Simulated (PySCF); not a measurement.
**[Eu(PH3)]2+: other functionals and bases at one geometry**

An exercise on one series of results from a longer session: the logs are not shown, and one member is left open.

Program: PySCF 2.14.0. Level of theory: several levels, as the steps say, no spin–orbit coupling. These are calculated values, not measurements.

1 further run of the same task is left out (for a known fault of the program).

## Where the work starts

5 atoms, charge 2, spin multiplicity 1.

Bond lengths: Eu1–P2 3.137 Å, P2–H3 1.418 Å, P2–H4 1.418 Å, P2–H5 1.418 Å. Angles: Eu1–P2–H3 116.6°, Eu1–P2–H4 116.6°, Eu1–P2–H5 116.6°, H3–P2–H4 101.4°, H3–P2–H5 101.4°, H4–P2–H5 101.4°.

Geometry (Å):

```xyz
5
charge 2, multiplicity 1
Eu    0.00000    0.00000   -0.55035
P     0.00000    0.00000    2.58652
H     1.26758    0.00000    3.22259
H    -0.63379    1.09776    3.22259
H    -0.63379   -1.09775    3.22259
```

Formal oxidation states: Eu +2. Each metal's 7 4f electrons lie in its core potential, so multiplicities, spins and levels count the valence alone. An earlier session relaxed this geometry at PBE0, Eu lcecp-0-SVP with ECP53, P def2-SVP, H def2-SVP (singlet, point group C3v).

At PBE0 on the finer grid: E = -371.689641 Eh, frontier levels not given, since the 4f levels lie in the core, Mulliken charge on Eu1 +1.65 e, largest force component 0.018 eV/Å. 

Levels to run: TPSSh; B3LYP; PBE0, TZVP. Hardware: 2 threads of Arm Neoverse V1, shared host.

Set-up of the first run:

run.py (the lines that set the calculation) reads:

```python
mol = gto.M(atom='''
Eu     0.00000     0.00000    -0.55035
P      0.00000     0.00000     2.58652
H      1.26758     0.00000     3.22259
H     -0.63379     1.09776     3.22259
H     -0.63379    -1.09775     3.22259''',
    basis={'Eu': 'lcecp-0-SVP', 'P': 'def2-SVP', 'H': 'def2-SVP'},
    ecp={'Eu': 'lcecp-0-SVP'},
    charge=2, spin=0)
mf = dft.RKS(mol, xc='TPSSH')
mf.grids.atom_grid = (75, 302)  # f atoms: unpruned, at least (60, 302)
mf = mf.density_fit()  # fitting sets: Eu AutoAux, P def2-universal-JKFIT, H def2-universal-JKFIT
mf.conv_tol = 1e-08; mf.max_cycle = 55
mf.kernel(dm0)  # dm0: the density of the relaxed state
```

On the command line:

```console
OMP_NUM_THREADS=2 python run.py
```

Steps of the session up to this table: TPSSh; B3LYP; PBE0, TZVP.

One table of the session follows, with a row left open; its other results are not shown here.

```
              level  charge on Eu1 (e)  dipole (D)  largest force component (eV/Å)
PBE0 (relaxed here)               1.65        0.02                            0.02
              TPSSh               1.65        0.01                            0.16
              B3LYP                  ?           ?                               ?
         PBE0, TZVP               1.72        0.14                            0.18
```

**Question.** Estimate the row for B3LYP.

As computed: charge on Eu1 (e): 1.63; dipole (D): 0.06; largest force component (eV/Å): 0.11. In the column «charge on Eu1 (e)» it is the lowest.

The dipole of a charged species depends on the origin, so these sizes hold for this origin alone.

The largest leftover force, 0.18 eV/Å with PBE0, TZVP, stands at a geometry relaxed at another level. With 4f in the core, its levels are missing from HOMO and gap, and its count is fixed, so no charge can pass from the ligands into it. Total energies of different levels can't be compared.
